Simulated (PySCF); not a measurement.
**Si: excitation energy in aug-cc-pCVTZ-DK**

Each state of silicon is computed at each level; their differences give the excitation energy. How far do the methods differ?

Method: unrestricted determinants in a Gaussian basis, no spin-orbit coupling in the energies. Code: PySCF 2.14.0.

**1. What is computed**

| Item | Value |
| --- | --- |
| Element | silicon (Z = 14) |
| Basis | aug-cc-pCVTZ-DK (8s7p5d3f, 75 functions) |
| Hamiltonian | the spin-free X2C one-electron Hamiltonian (Gaussian nucleus) |
| State 1 | Si: [Ne] 3s1 3p2 3d1, one real determinant (an excited configuration) |
| Needed too, but not shown | Si [Ne] 3s2 3p2 (3P) |
| Methods | CCSD(T) |
| Core shells frozen in the correlated runs | all electrons: nothing (for Si) |

Outer shells as boxes (Hund's rule):

Si [Ne] 3s1 3p2 3d1
```
[Ne] core
3s [↑ ]
3p [↑ ][↑ ][  ]
3d [↑ ][  ][  ][  ][  ]
```

One driver process ran all states and methods and kept the integrals in memory. Each run is shown as a PySCF script that sums up its settings (the driver passes frozen orbitals as a list and adds second-order terms of double hybrids); the logs are those of the runs themselves. The driver starts from symmetry-adapted Hartree-Fock orbitals, holds the occupation by maximum overlap and uses a logarithmic radial grid for functionals, so a plain start would take other cycles.

The integrals over 75 functions and the set-up took 0.21 s of CPU time.

**2. Si [Ne] 3s1 3p2 3d1, at CCSD(T) (all electrons)**

CCSD(T) (all electrons):

File input.py:

```python
from pyscf import gto, scf, dft, mp, cc
import basis_set_exchange as bse
mol = gto.M(atom="Si 0 0 0", charge=0, spin=4, symmetry="D2h",
            basis=gto.basis.parse(bse.get_basis("aug-cc-pCVTZ-DK", elements=["Si"], fmt="nwchem")),
            nucmod="G")
mf = scf.UHF(mol).sfx2c1e()
mf.irrep_nelec = {'Ag': (4, 2), 'B1u': (1, 1), 'B2u': (2, 1), 'B3u': (2, 1)}
mf.kernel()
mycc = cc.CCSD(mf, frozen=0).run()
mycc.ccsd_t()
```

What does the calculation give?

**Answer**, as computed:

| quantity | value |
| --- | --- |
| excitation energy, Si → [Ne] 3s1 3p2 3d1 | UHF 10.275, CCSD(T) (all electrons) 11.479 eV |

Accuracy by level (over 1 difference):

| method | mean absolute miss against CCSD(T) (all electrons) (eV) |
| --- | --- |
| UHF | 1.204 |
| MP2 (all electrons) | 0.002 |
| SCS-MP2 (all electrons) | 0.376 |
| CCSD (all electrons) | 0.020 |
| CCSD(T) (all electrons) | 0.000 |

What this shows: The methods span 1.580 eV, from UHF (10.275) to SCS-MP2 (all electrons) (11.854). No reference value is at hand in this session. The basis is finite, and no extrapolation was made.
